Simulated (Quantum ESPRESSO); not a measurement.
**MnPt2 under changes of volume**

One of the cells (15.408 Å³/atom); the others are scaled copies at fixed shape and fractional positions:

```
Pt Mn
1.0
     2.85840    0.00000    0.00000
    -1.42920    2.47545    0.00000
     0.00000    0.00000    6.53250
Pt Mn
2 1
Direct
  0.66667 0.33333 0.31621
  0.33333 0.66667 0.68379
  0.00000 0.00000 0.00000
```

The cell comes from a database or a generator and needn't be the stable form of this composition.

| Item | Value |
| --- | --- |
| Program | Quantum ESPRESSO 7.5 |
| Functional | PBEsol |
| Potentials or basis | GBRV 1.5 PBEsol |
| Cutoff | 612 eV |
| Density cutoff | 4898 eV |
| k mesh | 11 × 11 × 4 |
| Occupations | fermi-dirac, width 0.05 eV |
| Spin | collinear spin, ferromagnetic start |
| Starting moments | [0.0, 0.0, 4.0] μB |

| volume (Å³/atom) | energy over the lowest point (meV/atom) | pressure (GPa) | moment (μB per cell) | largest force (eV/Å) |
| --- | --- | --- | --- | --- |
| 14.483 | 0.00 | 1.3 | 4.21 | 0.163 |
| 14.791 | ? | ? | ? | ? |
| 15.099 | 7.67 | -6.3 | 4.47 | 0.082 |
| 15.408 | 21.76 | -9.7 | 4.55 | 0.042 |
| 15.716 | 42.17 | -12.8 | 4.61 | 0.002 |
| 16.024 | 68.18 | -15.5 | 4.65 | 0.038 |
| 16.332 | 99.23 | -17.9 | 4.69 | 0.076 |

Q: What does the run at 14.791 Å³/atom give?

A: Energy over the lowest point 0.27 meV/atom; pressure -2.7 GPa; moment 4.36 μB per cell; largest force 0.123 eV/Å.

Worked out: A Birch-Murnaghan fit of order 3 (a polynomial in V^(-2/3)) to the other rows has its minimum at 14.63 Å³/atom with B0 = V·E''(V) = 189 GPa and B' = 3.1 at fixed shape and positions, which overstates the stiffness. It gives 0.15 meV/atom at 14.791 Å³/atom, against the run's 0.27, and -dE/dV = -2.0 GPa, against -2.7. A parabola through the other rows of the moment, of slope 0.398 μB per Å³/atom there, gives 4.35 μB, against the run's 4.36.

Energies are extrapolated to zero smearing.
